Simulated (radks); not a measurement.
# Ionisation of Ca⁺: one atom, several choices of functional

The task here is to estimate one member of a computed series from the others.

The numbers are computed with radks (a radial shooting solver on a logarithmic mesh, Libxc functionals) version 1 (scalar-relativistic Kohn-Sham, spin-polarised, spherical densities, point nucleus; open shells are filled with parallel spins first), except any that are marked as measured or tabulated.

4 further runs of the same task are left out: 1 that didn't finish, 3 set aside as unsound or not needed.

## The atom as given

| Property | Result |
| --- | --- |
| element | calcium (Z = 20) |
| charge | +1 |
| electrons | 19 |
| configuration | [Ar] 4s1 |
| ion | Ca²⁺, [Ar] |
| choices | revPBE; OLYP; PW91; LDA (Slater exchange, VWN5 correlation); RPBE; exchange-only LDA; BLYP; exchange-only PBE |

The outer shells:

Ca⁺
```
[Ar] core
4s [↑ ]
```

Ca²⁺
```
[Ne] core
3s [↑↓]
3p [↑↓][↑↓][↑↓]
```

The first run:

Input:

```text
Z 20
configuration [Ar] 4s1
relativity scalar-relativistic
functional pbe_r,pbe
spin polarised
nucleus point
c 137.035999084
```

Among the steps run: revPBE: Ca⁺; revPBE: Ca²⁺; OLYP: Ca⁺; OLYP: Ca²⁺; PW91: Ca⁺; PW91: Ca²⁺; LDA (Slater exchange, VWN5 correlation): Ca⁺; LDA (Slater exchange, VWN5 correlation): Ca²⁺; RPBE: Ca⁺; RPBE: Ca²⁺; exchange-only LDA: Ca⁺; exchange-only LDA: Ca²⁺; BLYP: Ca⁺; BLYP: Ca²⁺; exchange-only PBE: Ca⁺; exchange-only PBE: Ca²⁺.

One of the session's tables, all rows but one given; the rest of the session is left out.

| functional | E(Ca⁺) (hartree) | Δ-SCF (eV) | −ε(HOMO) (eV) | <r> HOMO (bohr) |
| --- | --- | --- | --- | --- |
| revPBE | -680.22433 | 11.945 | 9.292 | 3.593 |
| OLYP | -680.39110 | 11.869 | 9.104 | 3.606 |
| PW91 | -680.32470 | 12.078 | 9.395 | 3.570 |
| LDA (Slater exchange, VWN5 correlation) | -678.46932 | 12.165 | 9.499 | 3.536 |
| RPBE | -680.26883 | 11.977 | 9.275 | 3.603 |
| exchange-only LDA | ? | ? | ? | ? |
| BLYP | -680.34076 | 12.111 | 9.273 | 3.546 |
| exchange-only PBE | -679.35309 | 11.791 | 9.000 | 3.630 |

Q: Estimate the row for exchange-only LDA from the others.

As computed: E(Ca⁺) (hartree): -676.92518; Δ-SCF (eV): 11.521; −ε(HOMO) (eV): 8.902; <r> HOMO (bohr): 3.613. In the column «E(Ca⁺) (hartree)» it is the highest.
